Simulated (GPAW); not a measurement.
Runs of GPAW 26.7.0 on WS. It takes space group Pm-3m (No. 221, cubic). The conventional cell has a = 3.008 Å, b = 3.008 Å, c = 3.008 Å, α = 90.00°, β = 90.00°, γ = 90.00°. Around W (site symmetry m-3m) lie 8 S at 2.60 Å. Around S (site symmetry m-3m) lie 8 W at 2.60 Å. The cell was built by a generator and needn't be a form met in nature.

```csv
level,U,pressure (GPa)
PBE+U,W d U = 3 eV,2.2
PBE+U,W d U = 2 eV,1.4
PBE+U,W d U = 1 eV,0.7
PBE+U,W d U = 4 eV,(b)
PBE+U,W d U = 5 eV,6.6
PBE,-,(a)
```

Alike in all rows: task band structure; potentials or basis GPAW PAW data sets (gpaw-data 1.2.1), pw; no spin polarisation; cell as given; k mesh 9 × 9 × 9; cutoff (eV) 600; smearing fermi-dirac 0.05 eV.

Problem. Estimate the missing entries.

Solution. (a) 0.1; (b) 3.4.

Caveats: U without spin polarisation on a metal has little footing (some runs).
